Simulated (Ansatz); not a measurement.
# ZnSe (Stilleite): the cost of one run

Program: Ansatz 0.2.0. Level of theory: reference: DFT, HSE06, plane waves, PAW. These are calculated values, not measurements.

4 further runs of the same task are left out: 1 for a known fault of the program, 3 that didn't finish.

### Step 1. The structure to begin with

Symmetry: F-43m, No. 216, cubic system. The conventional cell has a = 5.665 Å, b = 5.665 Å, c = 5.665 Å, α = 90.00°, β = 90.00°, γ = 90.00°. Around Zn (site symmetry -43m) lie 4 Se at 2.45 Å. Se (site symmetry -43m) has 4 Zn at 2.45 Å as nearest neighbours.

Structure file:

```cif
data_structure
_symmetry_space_group_name_H-M 'P 1'
_symmetry_Int_Tables_number 1
_cell_length_a 4.0057
_cell_length_b 4.0057
_cell_length_c 4.0057
_cell_angle_alpha 60.000
_cell_angle_beta 60.000
_cell_angle_gamma 60.000
_cell_volume 45.45
loop_
_atom_site_label
_atom_site_type_symbol
_atom_site_fract_x
_atom_site_fract_y
_atom_site_fract_z
_atom_site_occupancy
Zn1 Zn 0.00000 0.00000 0.00000 1
Se1 Se 0.25000 0.25000 0.25000 1
```

### Step 2. Reference

input.yaml reads:

```yaml
crystal:
  lattice:
    - [0.0, 2.8324246769, 2.8324246769]
    - [2.8324246769, 0.0, 2.8324246769]
    - [2.8324246769, 2.8324246769, 0.0]
  atoms:
    - { symbol: Zn, position: [0.0, 0.0, 0.0] }
    - { symbol: Se, position: [0.25, 0.25, 0.25] }
kpoints:
  mp_grid: { grid: [4, 4, 4] }
hamiltonian:
  xc: hse06
scf:
  occupations: { method: fixed }
  n_extra_bands: 4
output:
  forces: true
  stress: true
  eigenvalues: true
```

Launch:

```console
$ ansatz run input.yaml --threads 4 --pin off --max-ram 3686MiB --backend cpu --events-out ev --progress --plain --runs-dir out
```

**Question.** How long does this run take on 4 threads of an x86-64 CPU, shared host, and how much memory does it need?

About 53 s, with a peak of 0.75 GiB.
